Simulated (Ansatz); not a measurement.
**Si₂H₆N₂Cl₂: up Jacob's ladder to CCSD(T)**

Aim: compute Si₂H₆N₂Cl₂ with functionals from several rungs and with coupled cluster, and see how far each lands from CCSD(T) at the basis-set limit for the atomisation energy.

Computed with Ansatz 0.2.0, Gaussian basis. Level: functionals in def2-TZVPP, the program's frozen cores in correlated methods.

The runs, in order: PBE-D4, r2SCAN-D4, PBE0-D4, B3LYP-D4, ωB97X-V, ωB97M-V, B2PLYP; CCSD(T)/def2-TZVPP; MP2/def2-QZVPP; extrapolation to the limit.

**1. The geometry**

The geometry comes from an earlier relaxation with PBE0-D4/def2-TZVP; it is a stationary point, not always the lowest conformer.

SMILES `N[SiH2][Si](N)(Cl)Cl`, 12 atoms, charge 0, spin multiplicity 1.

Atoms are counted from 1 here; the program's logs count them from 0.

Bond lengths: N1–Si2 1.725 Å, N1–H7 1.008 Å, N1–H8 1.009 Å, Si2–Si3 2.332 Å, Si2–H9 1.486 Å, Si2–H10 1.493 Å, Si3–N4 1.696 Å, Si3–Cl5 2.082 Å, Si3–Cl6 2.053 Å, N4–H11 1.008 Å, N4–H12 1.008 Å. Angles: Si2–N1–H7 119.7°, Si2–N1–H8 118.4°, H7–N1–H8 110.6°, N1–Si2–Si3 104.5°, N1–Si2–H9 107.7°, N1–Si2–H10 116.8°, Si3–Si2–H9 111.4°, Si3–Si2–H10 108.5°, H9–Si2–H10 108.0°, Si2–Si3–N4 111.6°, Si2–Si3–Cl5 105.1°, Si2–Si3–Cl6 114.0°, N4–Si3–Cl5 113.5°, N4–Si3–Cl6 106.9°, Cl5–Si3–Cl6 105.8°, Si3–N4–H11 119.0°, Si3–N4–H12 121.4°, H11–N4–H12 112.2°.

As a file:

| atom | x (Å) | y (Å) | z (Å) |
| --- | --- | --- | --- |
| N1 | -1.2650 | 0.6729 | -1.4503 |
| Si2 | -1.0981 | -0.7003 | -0.4194 |
| Si3 | 0.5967 | -0.1092 | 1.0699 |
| N4 | 2.0900 | 0.0581 | 0.2828 |
| Cl5 | -0.0638 | 1.6444 | 1.9777 |
| Cl6 | 0.8742 | -1.4559 | 2.5939 |
| H7 | -1.7533 | 0.5824 | -2.3274 |
| H8 | -1.4545 | 1.5695 | -1.0285 |
| H9 | -0.6975 | -1.8539 | -1.2663 |
| H10 | -2.3024 | -1.1012 | 0.3671 |
| H11 | 2.1248 | 0.5422 | -0.6009 |
| H12 | 2.9490 | 0.1511 | 0.8015 |

**2. PBE-D4 (GGA)**

Input file in.yaml:

```yaml
crystal:
  periodic: [false, false, false]
  atoms:
    - {symbol: N, position_ang: [-1.264983, 0.672930, -1.450266]}
    - {symbol: Si, position_ang: [-1.098115, -0.700279, -0.419438]}
    - {symbol: Si, position_ang: [0.596672, -0.109236, 1.069901]}
    - {symbol: N, position_ang: [2.089955, 0.058147, 0.282759]}
    - {symbol: Cl, position_ang: [-0.063811, 1.644382, 1.977692]}
    - {symbol: Cl, position_ang: [0.874208, -1.455932, 2.593865]}
    - {symbol: H, position_ang: [-1.753297, 0.582369, -2.327398]}
    - {symbol: H, position_ang: [-1.454535, 1.569454, -1.028516]}
    - {symbol: H, position_ang: [-0.697525, -1.853872, -1.266298]}
    - {symbol: H, position_ang: [-2.302408, -1.101239, 0.367139]}
    - {symbol: H, position_ang: [2.124814, 0.542220, -0.600936]}
    - {symbol: H, position_ang: [2.949047, 0.151057, 0.801506]}
basis:
  gaussian: {orbitals: def2-TZVPP}
hamiltonian: {xc: pbe, dispersion: d4}
output: {forces: true, orbitals: {seedname: orbitals}}
```

The run is started by

```
ansatz run in.yaml --threads 2 --pin off --events-out ev --progress --plain --max-ram 32768MiB --backend cuda --devices 0, --max-vram 18GiB
```

After this run come: r2SCAN-D4 (meta-GGA); PBE0-D4 (hybrid); B3LYP-D4 (hybrid); ωB97X-V (range-separated); ωB97M-V (range-separated); B2PLYP (double hybrid); CCSD(T) in def2-TZVPP; MP2 in def2-QZVPP.

Before running them: what should the planned runs give, taken together? Wanted: atomisation energy, CCSD(T)/CBS; farthest; mean size of error, hybrid; mean size of error, range-separated; gap, smallest and largest; T1 diagnostic; triples share of the correlation energy.

**Answer**, as computed:

| quantity | value |
| --- | --- |
| atomisation energy, CCSD(T)/CBS | 41.689 eV |
| functionals within 0.208 eV (0.5 %) | r2SCAN-D4, B3LYP-D4, ωB97M-V |
| farthest | B2PLYP (-0.763 eV) |
| mean size of error, hybrid | 0.169 eV |
| mean size of error, range-separated | 0.245 eV |
| gap, smallest and largest | 4.89 eV (PBE-D4), 11.41 eV (ωB97X-V) |
| T1 diagnostic | 0.0102 |
| triples share of the correlation energy | 3.9 % |

In words: PBE-D4 misses by +0.429 eV, or 0.039 eV for each of 11 bonds. Double hybrids carry the basis error of their MP2 part in triple zeta, and no dispersion term here, so their miss is partly the set-up's. Misses under about 0.208 eV are within the doubt on the reference itself, which lacks core-valence correlation, relativity and higher excitations. Hartree-Fock recovers 70 % of the binding; the rest is correlation. The gap grows from 4.9 to 11.4 eV across the functionals, mostly with the share of exact exchange.
